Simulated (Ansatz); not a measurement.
# Si3C (ordered alloy on diamond lattice): independent-particle optics

How does Si3C (ordered alloy on diamond lattice) absorb light if electrons and holes don't interact? Plan: optics with PBE on 6×6×4; optics with r2SCAN on 6×6×4.

Program: Ansatz 0.2.0. Level of theory: plane waves, PAW; no local fields, no excitons. These are calculated values, not measurements.

## Step 1: The structure to begin with

The structure is tetragonal, space group P-4m2 (No. 115). The conventional cell has a = 3.432 Å, b = 3.432 Å, c = 5.000 Å, α = 90.00°, β = 90.00°, γ = 90.00°. C (site symmetry -4m2) has 4 Si at 1.99 Å in its first shell of neighbours. Around Si (site symmetry 2mm) lie 2 C at 1.99 Å and 2 Si at 2.27 Å. Si (site symmetry -4m2) has 4 Si at 2.27 Å in its first shell of neighbours.

As a file:

```
C Si
1.0
     3.43181    0.00000    0.00000
     0.00000    3.43181    0.00000
     0.00000    0.00000    5.00043
C Si
1 3
Direct
  0.00000 0.00000 0.00000
  0.00000 0.50000 0.20320
  0.50000 0.50000 0.50000
  0.50000 0.00000 0.79680
```

The cell was relaxed beforehand with r2SCAN; those runs aren't shown.

## Step 2: Optics, PBE

input.yaml

```yaml
crystal:
  lattice:
    - [3.4318102017, 0.0, 0.0]
    - [0.0, 3.4318102017, 0.0]
    - [0.0, 0.0, 5.0004336163]
  atoms:
    - { symbol: C, position: [0.0, 0.0, 0.0] }
    - { symbol: Si, position: [0.0, 0.5, 0.2031984776] }
    - { symbol: Si, position: [0.5, 0.5, 0.5] }
    - { symbol: Si, position: [0.5, 0.0, 0.7968015224] }
kpoints:
  mp_grid: { grid: [6, 6, 4] }
hamiltonian:
  xc: pbe
scf:
  occupations: { method: fermi_dirac, width: 0.02 }
output:
  optics:
    e_range: [0, 12]
    de: 0.05
    sigma: 0.1
    bands: { spectra_wanted_up_to: 12 }
```

Run with:

```console
$ ansatz run input.yaml --threads 4 --pin off --max-ram 3686MiB --backend cpu --events-out ev --progress --plain --runs-dir out
```

Output:

```text
Warning: RAYON_NUM_THREADS=4 ignored (pool sized by the plan → 4); use --threads N
Engine: ansatz 0.2.0, aarch64-unknown-linux-gnu
Pseudopotentials: kind: paw
Pseudopotential: C, paw, valence charge 4, recommended cutoff 420 eV (normal), C.paw.azcp
Pseudopotential: Si, paw, valence charge 4, recommended cutoff 420 eV (normal), Si.paw.azcp
Functional definition: PBE
  parameter kappa = 0.804
  parameter beta = 0.06672455060314922
  exchange = pbe_x(kappa = kappa, mu = beta*pi^2/3)
  correlation = pbe_c(beta = beta)
Crystal: 4 atoms, lattice volume = 58.892 Å³
Basis set: ecut = 420 eV, 1141 PW (Γ)
Bands: 12, of which v1, the nominal top of the filled ones, is band 8 counted from 1 (7 counted from 0)
Symmetry: 8 space group operations
Space group: P-4m2 (ITA 115), of the structure as read, at distance tolerance 3.9e-5 Å
k-points: 30 of 144 (time reversal used)
Non-local potential: C, projectors of the file, l = 0: 2, l = 1: 2, l = 2: 1
Non-local potential: Si, projectors of the file, l = 0: 2, l = 1: 2, l = 2: 2
PAW form: soft (Blöchl's): semilocal exchange-correlation on the pseudo side does not see the compensation charge
PAW one-centre angular grid: C, 110 points (default); XC on 64 Gauss nodes
PAW one-centre angular grid: Si, 110 points (default); XC on 64 Gauss nodes
Initial density: superposition of atomic densities (neutral atoms: chi_scale 0, normalization atom), corrected by the library's trained network
Initial wavefunctions: pseudopotential atomic-orbital guess
Functional: x = pbe(κ = 0.804, μ = 0.2195149727645171), c = pbe(β = 0.06672455060314922)
SCF iter   1: F=—  HF=-2157.251746 eV  |F-HF|=—  |Δ(HF+E_count)|=         —  Δρ=5.34e-3  dr2=4.16e-2  ethr=1.77e-3  ⟨swp⟩=6.5  Hψ=2628  notcnv=0
preconditioner: auto → none  [insulator: Δε(μ)=0.146 eV  Ē_g=9.182 eV  σ=0.020 eV  W_gap=0.73  n_scr=6 (ndim 8)  ℏωp=19.4 eV  f_vac=0.000  D(μ)=1.06/eV (n_scr^D=2)  ε∞_Penn≈5.4]
SCF iter   2: F=—  HF=-2157.250632 eV  |F-HF|=—  |Δ(HF+E_count)|=   1.11e-3  Δρ=5.08e-3  dr2=3.31e-2  ethr=2.60e-4  ⟨swp⟩=3.6  Hψ=1002  notcnv=0
SCF iter   3: F=—  HF=-2157.243107 eV  |F-HF|=—  |Δ(HF+E_count)|=   7.52e-3  Δρ=9.61e-4  dr2=4.33e-4  ethr=2.07e-4  ⟨swp⟩=2.4  Hψ=637  notcnv=0
SCF iter   4: F=—  HF=-2157.243226 eV  |F-HF|=—  |Δ(HF+E_count)|=   1.18e-4  Δρ=2.02e-4  dr2=5.07e-5  ethr=2.71e-6  ⟨swp⟩=2.3  Hψ=587  notcnv=0
SCF iter   5: F=—  HF=-2157.243216 eV  |F-HF|=—  |Δ(HF+E_count)|=   9.53e-6  Δρ=8.62e-5  dr2=4.09e-6  ethr=3.17e-7  ⟨swp⟩=2.9  Hψ=585  notcnv=0
SCF iter   6: F=—  HF=-2157.243219 eV  |F-HF|=—  |Δ(HF+E_count)|=   3.08e-6  Δρ=1.43e-5  dr2=4.02e-7  ethr=2.55e-8  ⟨swp⟩=2.4  Hψ=556  notcnv=0
SCF iter   7: F=—  HF=-2157.243219 eV  |F-HF|=—  |Δ(HF+E_count)|=   6.06e-7  Δρ=3.29e-6  dr2=1.35e-8  ethr=2.51e-9  ⟨swp⟩=2.4  Hψ=489  notcnv=0
SCF iter   8: F=—  HF=-2157.243219 eV  |F-HF|=—  |Δ(HF+E_count)|=  1.92e-10  Δρ=4.87e-7  dr2=1.22e-10  ethr=8.43e-11  ⟨swp⟩=2.3  Hψ=543  notcnv=0
SCF iter   9: F=-2157.243219 eV  HF=-2157.243219 eV  |F-HF|=9.09e-13  |Δ(HF+E_count)|=  1.22e-10  Δρ=7.69e-8  dr2=5.85e-12  ethr=1.00e-12  ⟨swp⟩=3.0  Hψ=924  notcnv=0
SCF 1 converged in 9 iterations: F = -2157.243219 eV  dr2 = 5.85e-12
NSCF: frozen V_eff on 30 k-points
Optics k sum: 0 of 30 k-points
[...]
output.optics: what the bands over the 29 summed would add to eps1, eps2 and the energy-loss function is held between a lower and an upper bound (6 Lanczos steps). eps1, eps2 and their loss function (loss_summed_bands) are given on every row as the summed bands alone make them. Along an axis, on a row where the two bounds hold the loss function to about 1 % of the greater of itself and 0.5 % of |1/eps|, its cell (loss_completed) is given, with the completed eps1 and eps2 that it is formed of (a cell that is left empty reads nan in the table and null in the record). The two bounds hold it so along every axis on all 240 rows up to 12.000 eV. The run works to bound the rows up to 12.000 eV and no higher ones: a peak of the loss function over that energy may be left empty with no warning. To have the run work for it, set output.optics.bands.spectra_wanted_up_to to a higher energy. perfect_screening_sum, loss_f_sum_n_eff and, beside carriers, perfect_screening_limit are those of loss_summed_bands: over the bounded function the two sums would run over rows that are not all bounded, and lack what the bands left out lay past the top of the energy grid. Bounded is said of the bands left out alone, which are those that the basis at basis.ecutwfc holds: it says nothing of that cutoff, of the k-point mesh, of what the sum inside its cells errs by (eps2_relative_error), of the factors of all_electron_strengths, nor of how far the SCF is converged. The bands left out are taken at the k-points, and what their mean over the points' cells stands off that by is in neither bound: the run's estimate of it, which the test of a row counts in, is 0.04 % of |eps| at the most among the values given; where the mean stood off by over 0.5 % the points' spread read 0.1 to 3 times that
SCF converged after 9 iterations
Free energy (F): -2157.243219 eV
Harris-Foulkes:  -2157.243219 eV  (|F-HF|=9.09e-13)
Internal energy: -2157.242322 eV  (E = F + TS)
E sigma→0 (E₀):  -2157.242771 eV
Entropy (-TS):   -0.000896 eV (-0.224 meV/atom)
Fermi energy:    8.480850 eV
--- Per-component energies (eV) ---
  E_band       = 35.124690
  E_kinetic    = 212.736973
  E_local      = -175.516378  (includes V_loc(G=0)·N_el)
  E_nonlocal   = 104.065467
  E_hartree    = 54.590811
  E_xc         = -214.919531
  E_vxc        = -201.612245  (∫ρ·V_xc dr)
  E_paw        = -1637.383883  (= ΣΔE_a)
  E_vpaw       = -13.730781  (= ΣTr[D̂ρ^β])
  E_aug_tail   = 0.000026  (compensation charges beyond the density's cutoff)
  E_ewald      = -500.815807
  E_smearing   = -0.000896  (= −TS)
  E_closure    = 0.000000  (closes the sum)
  Σ components = -2157.243219   (vs F -2157.243219, Δ=0.00e0)
--- Band table (eV; the first three rows and the last of 30) ---
  k-point 0: bands = ["-6.2633", "-1.2455", "-0.1602", "4.0737", "4.0737", "7.5947", "7.6419", "8.6120", "8.6120", "9.6639", "11.8034", "11.8034"]
  k-point 1: bands = ["-6.0643", "-2.6215", "1.6281", "4.1823", "4.1823", "6.2888", "8.0132", "8.0132", "8.3531", "10.0549", "11.1625", "12.7629"]
  k-point 2: bands = ["-5.7959", "-3.4381", "3.4042", "4.3074", "4.3074", "4.7725", "7.5357", "7.5357", "8.9850", "9.8479", "11.9958", "12.0655"]
  k-point 29: bands = ["-3.1518", "0.0460", "0.0460", "0.8919", "3.2391", "3.4527", "3.4527", "3.5579", "11.6113", "12.5397", "12.5397", "12.5857"]
```

It took 11 s on 4 threads of Arm Neoverse V2, shared host; peak memory 0.94 GiB.

optics.tsv begins:

```
# eps2_relative_error = 0.0009
# drude_weight_relative_error = 0.0473
# drude_damping_ev = 0e0
# drude_plasma_energy_squared_ev2(xx yy zz xy xz yz) = 3.097498 3.097498 1.620697 -0.000000 0.000000 -0.000000
# drude_plasma_energy_ev(xx yy zz) = 1.759971 1.759971 1.273066
# f_sum_n_eff(xx yy zz) = 13.457487 13.457487 13.397004 of n_electrons = 16.000000
# n_bands = 29
# n_bands_set_by = photon_energy
# valid_up_to_ev = 17.846261
```

The dielectric function from optics.tsv (yy equals xx), one row in 8 (narrow peaks fall between the rows):

```csv
E (eV),ε₂ xx,ε₂ zz,ε₁ xx,ε₁ zz
0.05,28.06,19.60,-1150.20,-593.19
0.45,14.12,5.28,-12.18,-0.05
0.85,5.61,1.60,4.34,9.53
1.25,4.49,2.34,8.60,12.28
1.65,3.71,2.07,9.42,13.01
2.05,2.91,2.43,11.01,14.40
2.45,1.86,2.49,13.68,16.88
2.85,3.73,5.97,20.92,20.08
3.25,15.94,10.05,13.52,23.91
3.65,9.45,24.17,14.34,21.29
4.05,20.50,29.92,15.92,6.33
4.45,24.19,23.46,9.13,2.32
4.85,21.98,17.21,-0.78,-4.96
5.25,16.53,13.86,-2.56,-3.19
5.65,14.78,13.18,-5.51,-6.59
6.05,11.25,10.27,-6.04,-5.46
6.45,8.98,8.58,-5.30,-5.70
6.85,7.95,7.35,-5.18,-5.46
7.25,6.92,6.13,-5.52,-5.57
7.65,5.60,4.40,-5.27,-4.97
8.05,4.45,4.00,-5.02,-4.58
8.45,3.56,3.46,-4.49,-4.26
8.85,2.96,2.55,-4.18,-4.08
9.25,2.29,1.79,-3.62,-3.33
9.65,2.09,1.86,-3.28,-2.88
10.05,1.66,1.49,-2.80,-2.58
10.45,1.50,1.25,-2.48,-2.19
10.85,1.30,1.17,-2.30,-1.85
11.25,1.18,1.20,-2.01,-1.63
11.65,1.09,1.18,-1.80,-1.48
```

Tallest peaks of ε₂ (mean of the periodic axes): 49.7 at 0.20 eV, 23.6 at 4.05 eV, 25.2 at 4.55 eV. The bands are partly filled, so the low end hangs on the mesh and the damping.

## Step 3: Optics, r2SCAN

Changes to input.yaml since step 2:

```diff
@@ -13,3 +13,3 @@
 hamiltonian:
-  xc: pbe
+  xc: r2scan
 scf:
```

Run with:

```console
$ ansatz run input.yaml --threads 4 --pin off --max-ram 3686MiB --backend cpu --events-out ev --progress --plain --runs-dir out
```

Output:

```text
Warning: RAYON_NUM_THREADS=4 ignored (pool sized by the plan → 4); use --threads N
[... 2 set-up lines as earlier in the session ...]
Pseudopotential: C, paw, valence charge 4, recommended cutoff 500 eV (meta_gga), C.paw.azcp
Pseudopotential: Si, paw, valence charge 4, recommended cutoff 500 eV (meta_gga), Si.paw.azcp
Functional definition: r2SCAN
  parameter k0 = 0.174
  parameter k1 = 0.065
  parameter a1 = 4.9479
  exchange = r2scan_x(k0 = k0, k1 = k1, a1 = a1)
  correlation = r2scan_c
Crystal: 4 atoms, lattice volume = 58.892 Å³
Basis set: ecut = 500 eV, 1491 PW (Γ), exchange–correlation on 108×108×160 points (64 copies of the dense FFT grid, shifted against one another)
Bands: 12, of which v1, the nominal top of the filled ones, is band 8 counted from 1 (7 counted from 0)
[... 2 set-up lines as earlier in the session ...]
k-points: 30 of 144 (time reversal used)
[... 3 set-up lines as earlier in the session ...]
PAW frozen core: C, regenerated for the run's functional (the file was generated under x = pbe(κ = 0.804, μ = 0.2195149727645171), c = pbe(β = 0.06672455060314922))
PAW frozen core: Si, regenerated for the run's functional (the file was generated under x = pbe(κ = 0.804, μ = 0.2195149727645171), c = pbe(β = 0.06672455060314922))
PAW one-centre angular grid: C, 302 points (default); XC on 239 of its mesh's 2573 points in the sphere
PAW one-centre angular grid: Si, 302 points (default); XC on 160 Gauss nodes
[... 2 set-up lines as earlier in the session ...]
Functional: x = r2scan, c = r2scan; τ floored in thin density (d = 2e-4 eV/Å³)
SCF iter   1: F=—  HF=-2167.750889 eV  |F-HF|=—  |Δ(HF+E_count)|=         —  Δρ=7.19e-3  dr2=5.09e-2  dr2_τ=1.16e-1  ethr=1.77e-3  ⟨swp⟩=6.6  Hψ=2691  notcnv=0
preconditioner: auto → none  [metal: Δε(μ)=0.055 eV  Ē_g=9.811 eV  σ=0.020 eV  W_gap=0.47  n_scr=6 (ndim 8)  ℏωp=19.4 eV  f_vac=0.000  D(μ)=0.95/eV (n_scr^D=2)  sad-step TF]
SCF iter   2: F=—  HF=-2167.797961 eV  |F-HF|=—  |Δ(HF+E_count)|=   4.71e-2  Δρ=4.33e-3  dr2=1.68e-2  dr2_τ=3.07e-4  ethr=3.18e-4  ⟨swp⟩=3.0  Hψ=958  notcnv=0
SCF iter   3: F=—  HF=-2167.796873 eV  |F-HF|=—  |Δ(HF+E_count)|=   1.09e-3  Δρ=2.77e-3  dr2=6.28e-3  dr2_τ=5.24e-4  ethr=1.05e-4  ⟨swp⟩=2.8  Hψ=721  notcnv=0
SCF iter   4: F=—  HF=-2167.795152 eV  |F-HF|=—  |Δ(HF+E_count)|=   1.72e-3  Δρ=3.55e-4  dr2=1.27e-4  dr2_τ=1.23e-6  ethr=3.93e-5  ⟨swp⟩=2.2  Hψ=693  notcnv=0
SCF iter   5: F=—  HF=-2167.795159 eV  |F-HF|=—  |Δ(HF+E_count)|=   7.44e-6  Δρ=2.26e-4  dr2=2.64e-5  dr2_τ=5.59e-7  ethr=7.93e-7  ⟨swp⟩=2.1  Hψ=529  notcnv=0
SCF iter   6: F=—  HF=-2167.795161 eV  |F-HF|=—  |Δ(HF+E_count)|=   2.11e-6  Δρ=5.33e-5  dr2=1.66e-6  dr2_τ=2.94e-8  ethr=1.65e-7  ⟨swp⟩=2.3  Hψ=540  notcnv=0
SCF iter   7: F=—  HF=-2167.795162 eV  |F-HF|=—  |Δ(HF+E_count)|=   1.05e-6  Δρ=2.34e-5  dr2=3.40e-7  dr2_τ=4.08e-9  ethr=1.04e-8  ⟨swp⟩=2.1  Hψ=572  notcnv=0
SCF iter   8: F=—  HF=-2167.795163 eV  |F-HF|=—  |Δ(HF+E_count)|=   7.91e-8  Δρ=5.88e-6  dr2=2.07e-8  dr2_τ=1.95e-10  ethr=2.12e-9  ⟨swp⟩=2.5  Hψ=598  notcnv=0
SCF iter   9: F=—  HF=-2167.795163 eV  |F-HF|=—  |Δ(HF+E_count)|=   3.45e-9  Δρ=4.65e-7  dr2=1.22e-10  dr2_τ=9.35e-13  ethr=1.29e-10  ⟨swp⟩=2.5  Hψ=624  notcnv=0
SCF iter  10: F=-2167.795163 eV  HF=-2167.795163 eV  |F-HF|=9.09e-13  |Δ(HF+E_count)|=  1.18e-11  Δρ=4.42e-8  dr2=9.89e-13  dr2_τ=2.30e-14  ethr=1.00e-12  ⟨swp⟩=1.1  Hψ=1111  notcnv=0
SCF 1 converged in 10 iterations: F = -2167.795163 eV  dr2 = 9.89e-13
NSCF: frozen V_eff on 30 k-points
Optics k sum: 0 of 30 k-points
[...]
output.optics: what the bands over the 29 summed would add to eps1, eps2 and the energy-loss function is held between a lower and an upper bound (6 Lanczos steps). eps1, eps2 and their loss function (loss_summed_bands) are given on every row as the summed bands alone make them. Along an axis, on a row where the two bounds hold the loss function to about 1 % of the greater of itself and 0.5 % of |1/eps|, its cell (loss_completed) is given, with the completed eps1 and eps2 that it is formed of (a cell that is left empty reads nan in the table and null in the record). The two bounds hold it so along every axis on all 240 rows up to 12.000 eV. The run works to bound the rows up to 12.000 eV and no higher ones: a peak of the loss function over that energy may be left empty with no warning. To have the run work for it, set output.optics.bands.spectra_wanted_up_to to a higher energy. perfect_screening_sum, loss_f_sum_n_eff and, beside carriers, perfect_screening_limit are those of loss_summed_bands: over the bounded function the two sums would run over rows that are not all bounded, and lack what the bands left out lay past the top of the energy grid. Bounded is said of the bands left out alone, which are those that the basis at basis.ecutwfc holds: it says nothing of that cutoff, of the k-point mesh, of what the sum inside its cells errs by (eps2_relative_error), of the factors of all_electron_strengths, nor of how far the SCF is converged. The bands left out are taken at the k-points, and what their mean over the points' cells stands off that by is in neither bound: the run's estimate of it, which the test of a row counts in, is 0.03 % of |eps| at the most among the values given; where the mean stood off by over 0.5 % the points' spread read 0.1 to 3 times that
SCF converged after 10 iterations
Free energy (F): -2167.795163 eV
Harris-Foulkes:  -2167.795163 eV  (|F-HF|=9.09e-13)
Internal energy: -2167.794086 eV  (E = F + TS)
E sigma→0 (E₀):  -2167.794624 eV
Entropy (-TS):   -0.001077 eV (-0.269 meV/atom)
Fermi energy:    8.542179 eV
--- Per-component energies (eV) ---
  E_band       = 29.602203
  E_kinetic    = 213.216184
  E_local      = -173.224047  (includes V_loc(G=0)·N_el)
  E_nonlocal   = 100.697038
  E_hartree    = 54.932435
  E_xc         = -203.298581
  E_vxc        = -216.735223  (∫ρ·V_xc dr)
  E_paw        = -1659.047252  (= ΣΔE_a)
  E_vpaw       = -13.696893  (= ΣTr[D̂ρ^β])
  E_aug_tail   = 0.000016  (compensation charges beyond the density's cutoff)
  E_vtau       = 9.480257  (kinetic-family band-sum trace: ∫τ·v_τ [+ j·A + Jᵃ·Aᵃ] dr)
  E_ewald      = -500.815807
  E_core_change = -0.254073  (= ΣΔE_core)
  E_smearing   = -0.001077  (= −TS)
  E_closure    = -0.000000  (closes the sum)
  Σ components = -2167.795163   (vs F -2167.795163, Δ=0.00e0)
--- Band table (eV; the first three rows and the last of 30) ---
  k-point 0: bands = ["-7.1020", "-1.8039", "-0.5640", "3.7972", "3.7972", "7.5072", "7.7278", "8.6009", "8.6009", "9.9258", "12.0088", "12.0088"]
  k-point 1: bands = ["-6.9046", "-3.1894", "1.2616", "3.9117", "3.9117", "6.1797", "7.9685", "7.9685", "8.4639", "10.3456", "11.3633", "13.0336"]
  k-point 2: bands = ["-6.6446", "-4.0169", "3.0842", "4.0434", "4.0434", "4.6219", "7.4641", "7.4641", "9.1426", "10.0909", "12.2448", "12.4033"]
  k-point 29: bands = ["-3.9946", "-0.3342", "-0.3342", "0.5199", "2.9717", "3.1900", "3.1900", "3.3182", "11.8837", "12.8804", "12.8804", "12.9225"]
```

Wall time 19 s (4 threads of Arm Neoverse V2, shared host); peak memory 0.71 GiB.

From the head of optics.tsv:

```
# eps2_relative_error = 0.0009
# drude_weight_relative_error = 0.0731
# drude_damping_ev = 0e0
# drude_plasma_energy_squared_ev2(xx yy zz xy xz yz) = 2.325764 2.325764 1.116974 0.000000 0.000000 0.000000
# drude_plasma_energy_ev(xx yy zz) = 1.525045 1.525045 1.056870
# f_sum_n_eff(xx yy zz) = 14.224835 14.224835 14.156929 of n_electrons = 16.000000
# n_bands = 29
# n_bands_set_by = photon_energy
# valid_up_to_ev = 18.739069
```

The dielectric function from optics.tsv (yy equals xx), one row in 6 (narrow peaks fall between the rows):

```csv
E (eV),ε₂ xx,ε₂ zz,ε₁ xx,ε₁ zz
0.05,26.72,16.39,-853.26,-401.49
0.35,17.50,6.68,-18.93,-3.99
0.65,6.23,1.60,1.63,6.60
0.95,4.05,1.07,6.50,9.82
1.25,3.45,1.38,8.44,11.07
1.55,3.25,1.61,9.49,11.55
1.85,3.25,1.67,9.56,12.15
2.15,2.69,1.92,10.23,12.92
2.45,2.01,1.86,10.99,13.72
2.75,1.51,2.02,13.20,15.62
3.05,1.97,3.99,17.03,18.12
3.35,12.19,6.78,20.94,19.85
3.65,13.00,11.14,10.65,21.90
3.95,8.58,20.41,12.44,21.21
4.25,13.06,27.01,18.13,14.95
4.55,20.51,24.97,11.17,2.58
4.85,21.99,21.49,8.06,2.16
5.15,20.43,17.23,0.96,-5.23
5.45,17.18,13.76,-2.20,-3.23
5.75,15.04,13.58,-1.69,-1.09
6.05,14.09,12.63,-4.45,-5.94
6.35,11.32,10.23,-5.07,-5.18
6.65,9.83,9.32,-4.99,-5.01
6.95,8.53,7.90,-4.54,-4.96
7.25,7.84,7.11,-4.50,-4.90
7.55,7.23,6.29,-4.50,-4.94
7.85,6.38,5.57,-5.01,-5.06
8.15,5.53,4.22,-4.77,-4.49
8.45,4.72,4.15,-4.69,-4.06
8.75,3.87,3.50,-4.56,-4.04
9.05,3.44,3.39,-4.07,-3.82
9.35,3.04,2.70,-3.87,-3.84
9.65,2.52,2.02,-3.60,-3.44
9.95,2.22,1.77,-3.17,-2.72
10.25,2.06,1.79,-3.08,-2.68
10.55,1.68,1.55,-2.77,-2.46
10.85,1.57,1.40,-2.48,-2.20
11.15,1.48,1.26,-2.24,-1.95
11.45,1.34,1.19,-2.16,-1.77
11.75,1.20,1.17,-1.96,-1.52
```

Tallest peaks of ε₂ (mean of the periodic axes): 43.1 at 0.15 eV, 22.7 at 4.45 eV, 23.0 at 4.95 eV. The bands are partly filled, so the low end hangs on the mesh and the damping.

## Step 4: Comparison

| level | mesh | tallest peak of ε₂ | time |
| --- | --- | --- | --- |
| PBE | 6×6×4 | 49.7 at 0.20 eV | 11 s |
| r2SCAN | 6×6×4 | 43.1 at 0.15 eV | 19 s |

## Step 5: Summary of results

| quantity | value |
| --- | --- |
| tallest peak of ε₂, PBE | 49.7 at 0.20 eV |
| tallest peak of ε₂, r2SCAN | 43.1 at 0.15 eV |

What this shows: The bands overlap (by 0.2 to 0.4 eV on the mesh), so no ε∞ is quoted there; free carriers add a Drude term, which without damping shows in ε₁ alone. For such bands the peaks and the Drude weight on a 6×6×4 mesh aren't converged.
